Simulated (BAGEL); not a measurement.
# C2H4FGa (SMILES C=[CH][GaH][F]), step by step

We compute the energy (HF/def2-SVP), then the energy (NEVPT2(2,2)/def2-SVP) of C2H4FGa. 

Program for the calculation: BAGEL 1.2.2.

2 further runs of the same task are left out: 2 set aside as unsound or not needed.

## (1) The molecule

C2H4FGa: 8 atoms, total charge 0, spin state singlet. SMILES: `C=[CH][GaH][F]`. The Ga3–H8 distance was set to 2.102 Å, away from the relaxed value.

Bond lengths: C1–C2 1.332 Å, C2–Ga3 1.936 Å, Ga3–F4 1.763 Å, C1–H5 1.088 Å, C1–H6 1.088 Å, C2–H7 1.087 Å. Angles: C1–C2–Ga3 120.9°, C2–Ga3–F4 115.4°, C1–C2–H7 118.8°, Ga3–C2–H7 120.3°, C2–C1–H5 122.2°, C2–C1–H6 122.3°, H5–C1–H6 115.5°.

## (2) A single-point energy at HF/def2-SVP (density fitting with svp-jkfit) (run 1)

job.json

```json
{ "bagel" : [

{
  "title" : "molecule",
  "basis" : "svp",
  "df_basis" : "svp-jkfit",
  "geometry" : [
    { "atom" : "C", "xyz" : [    -0.84859285,     2.93324801,    -0.01032924 ] },
    { "atom" : "C", "xyz" : [     1.38071705,     1.78826295,    -0.24824576 ] },
    { "atom" : "Ga", "xyz" : [     1.64357796,    -1.85834155,    -0.13977548 ] },
    { "atom" : "F", "xyz" : [     4.72156387,    -3.07891566,    -0.50260290 ] },
    { "atom" : "H", "xyz" : [    -2.59658952,     1.88463898,     0.25272063 ] },
    { "atom" : "H", "xyz" : [    -1.04512437,     4.97868757,    -0.06569822 ] },
    { "atom" : "H", "xyz" : [     3.06200639,     2.94118486,    -0.50770516 ] },
    { "atom" : "H", "xyz" : [    -1.18466931,    -4.60469565,     0.34393015 ] }
  ]
},

{ "title" : "hf" },

{ "title" : "print", "file" : "orbitals.molden", "orbitals" : "true" }

]}
```

Command:

```
$ BAGEL_NUM_THREADS=1 BAGEL job.json > job.out
```

The log of the run:

```text
* using 1 threads per process

  ===============================================================
  ===============================================================

  *** Geometry ***

  { "atom" : "C", "xyz" : [     -0.848593,      2.933248,     -0.010329 ] },
  { "atom" : "C", "xyz" : [      1.380717,      1.788263,     -0.248246 ] },
  { "atom" : "Ga", "xyz" : [      1.643578,     -1.858342,     -0.139775 ] },
  { "atom" : "F", "xyz" : [      4.721564,     -3.078916,     -0.502603 ] },
  { "atom" : "H", "xyz" : [     -2.596590,      1.884639,      0.252721 ] },
  { "atom" : "H", "xyz" : [     -1.045124,      4.978688,     -0.065698 ] },
  { "atom" : "H", "xyz" : [      3.062006,      2.941185,     -0.507705 ] },
  { "atom" : "H", "xyz" : [     -1.184669,     -4.604696,      0.343930 ] },

  Number of auxiliary basis functions:      565

  Since a DF basis is specified, we compute 2- and 3-index integrals:
    o Being stored without compression. Storage requirement is 0.040 GB

  Number of basis functions:       94
  Number of electrons      :       56

    * METHOD: MOLECULE                             0.35

  *** RHF ***

  === Nuclear Repulsion ===
   243.5296842115

      * DIIS with orbital gradients will be used.

  === RHF iteration (svp) ===
      0      -2100.12125527          0.01683870           0.12
      1      -2100.25751064          0.01101381           0.11
      2      -2100.33211469          0.00153306           0.12
      3      -2100.33404992          0.00055752           0.10
      4      -2100.33427479          0.00008821           0.10
      5      -2100.33428690          0.00004111           0.10
      6      -2100.33428843          0.00001997           0.10
      7      -2100.33428903          0.00000469           0.10
      8      -2100.33428906          0.00000165           0.11
      9      -2100.33428906          0.00000052           0.10
     10      -2100.33428906          0.00000018           0.10
     11      -2100.33428906          0.00000008           0.11
     12      -2100.33428906          0.00000002           0.14
     13      -2100.33428906          0.00000001           0.12
    * SCF iteration converged.

    * Permanent dipole moment:
           (    0.745580,    -1.110529,    -0.055370) a.u.

    * METHOD: HF                                   1.82

    * METHOD: PRINT                                0.04

  ===============================================================
```

Run time: 2.6 s. Hardware: 1 thread of AMD EPYC 7R43 (Zen 3), shared host; peak memory 0.16 GiB.

## (3) The energy at NEVPT2(2,2)/def2-SVP (density fitting with svp-jkfit) (run 2)

input.json

```json
{ "bagel" : [

{
  "title" : "molecule",
  "basis" : "svp",
  "df_basis" : "svp-jkfit",
  "angstrom" : false,
  "geometry" : [
    { "atom" : "C", "xyz" : [ -0.84859285,  2.93324801, -0.01032924 ] },
    { "atom" : "C", "xyz" : [  1.38071705,  1.78826295, -0.24824576 ] },
    { "atom" : "Ga", "xyz" : [  1.64357796, -1.85834155, -0.13977548 ] },
    { "atom" : "F", "xyz" : [  4.72156387, -3.07891566, -0.50260290 ] },
    { "atom" : "H", "xyz" : [ -2.59658952,  1.88463898,  0.25272063 ] },
    { "atom" : "H", "xyz" : [ -1.04512437,  4.97868757, -0.06569822 ] },
    { "atom" : "H", "xyz" : [  3.06200639,  2.94118486, -0.50770516 ] },
    { "atom" : "H", "xyz" : [ -1.18466931, -4.60469565,  0.34393015 ] }
  ]
},
{ "title" : "hf" },
{ "title" : "nevpt2", "nstate" : 1, "nact" : 2, "nclosed" : 27, "active" : [28, 33], "maxiter" : 200, "natocc" : true, "ncore" : 12 },
{ "title" : "print", "file" : "orbitals.molden", "orbitals" : true }

]}
```

Command:

```
$ BAGEL_NUM_THREADS=1 BAGEL input.json > input.out
```

The log of the run:

```text
* using 1 threads per process

  ===============================================================
  ===============================================================

  *** Geometry ***

  { "atom" : "C", "xyz" : [     -0.848593,      2.933248,     -0.010329 ] },
  { "atom" : "C", "xyz" : [      1.380717,      1.788263,     -0.248246 ] },
  { "atom" : "Ga", "xyz" : [      1.643578,     -1.858342,     -0.139775 ] },
  { "atom" : "F", "xyz" : [      4.721564,     -3.078916,     -0.502603 ] },
  { "atom" : "H", "xyz" : [     -2.596590,      1.884639,      0.252721 ] },
  { "atom" : "H", "xyz" : [     -1.045124,      4.978688,     -0.065698 ] },
  { "atom" : "H", "xyz" : [      3.062006,      2.941185,     -0.507705 ] },
  { "atom" : "H", "xyz" : [     -1.184669,     -4.604696,      0.343930 ] },

  Number of auxiliary basis functions:      565

  Since a DF basis is specified, we compute 2- and 3-index integrals:
    o Being stored without compression. Storage requirement is 0.040 GB

  Number of basis functions:       94
  Number of electrons      :       56

    * METHOD: MOLECULE                             0.37

  *** RHF ***

  === Nuclear Repulsion ===
   243.5296842115

      * DIIS with orbital gradients will be used.

  === RHF iteration (svp) ===
      0      -2100.12125527          0.01683870           0.12
      1      -2100.25751064          0.01101381           0.11
      2      -2100.33211469          0.00153306           0.16
      3      -2100.33404992          0.00055752           0.11
      4      -2100.33427479          0.00008821           0.13
      5      -2100.33428690          0.00004111           0.11
      6      -2100.33428843          0.00001997           0.11
      7      -2100.33428903          0.00000469           0.11
      8      -2100.33428906          0.00000165           0.11
      9      -2100.33428906          0.00000052           0.11
     10      -2100.33428906          0.00000018           0.11
     11      -2100.33428906          0.00000008           0.12
     12      -2100.33428906          0.00000002           0.10
     13      -2100.33428906          0.00000001           0.10
    * SCF iteration converged.

    * Permanent dipole moment:
           (    0.745580,    -1.110529,    -0.055370) a.u.

    * METHOD: HF                                   1.92

    * freezing 12 orbitals
  ---------------------------
      CASSCF calculation
  ---------------------------

    ==== Active orbitals : =====
         Orbital 28
         Orbital 33
    ============================

    * nstate   :      1
    * nclosed  :     27
    * nact     :      2
    * nvirt    :     65
  === CASSCF iteration (svp) ===

    * Using the second-order algorithm

      0  0     -2100.33444664     4.22e-05      0.03

      1  0     -2100.33977288     7.32e-04      0.48

      2  0     -2100.35447916     9.98e-04      0.48

      3  0     -2100.35899199     3.94e-04      0.50

      4  0     -2100.35927544     1.50e-04      0.47

      5  0     -2100.35929233     4.50e-05      0.52

      6  0     -2100.35929352     1.26e-05      0.54

      7  0     -2100.35929361     3.43e-06      0.55

      8  0     -2100.35929362     9.32e-07      0.55

      9  0     -2100.35929362     2.53e-07      0.58

     10  0     -2100.35929362     6.84e-08      0.47

     11  0     -2100.35929362     1.85e-08      0.48

     12  0     -2100.35929362     5.02e-09      0.43

    * Second-order optimization converged. *

     guess   0:   closed 1.                   open ..

  === FCI iteration ===

      0  0     -2100.33335338     6.65e-02      0.00
      1  0     -2100.35929360     4.48e-05      0.00
      2  0 *   -2100.35929362     1.80e-17      0.00

     * ci vector, state   0, <S^2> = 0.0000
       2.     0.9814961389
       .2    -0.1914819293

  === DF-NEVPT2 calculation ===

    * 3-index integral transformation done
    * assembly done

      NEVPT2 correlation energy:   -0.6431422061      0.26

          (+0)     -0.6110601639
          (+0)'    -0.0033166608
          (+1)     -0.0112983312
          (+1)'    -0.0000000000
          (+2)     -0.0002394081
          (-1)     -0.0113847217
          (-1)'     0.0000000000
          (-2)     -0.0058429205

      NEVPT2 total energy:       -2101.0024358226

    * METHOD: NEVPT2                               6.80

    * METHOD: PRINT                                0.04

  ===============================================================
```

Run time: 9.6 s. Hardware: 1 thread of AMD EPYC 7R43 (Zen 3), shared host; peak memory 0.16 GiB.

## (4) Outcome

```
                                 quantity           value
         run 1, HF/def2-SVP: total energy  -2100.33429 Eh
        run 1, HF/def2-SVP: dipole moment          3.40 D
          run 1, HF/def2-SVP: HOMO energy       -10.66 eV
          run 1, HF/def2-SVP: LUMO energy         1.30 eV
        run 1, HF/def2-SVP: HOMO–LUMO gap        11.97 eV
run 2, NEVPT2(2,2)/def2-SVP: total energy  -2101.00244 Eh
```
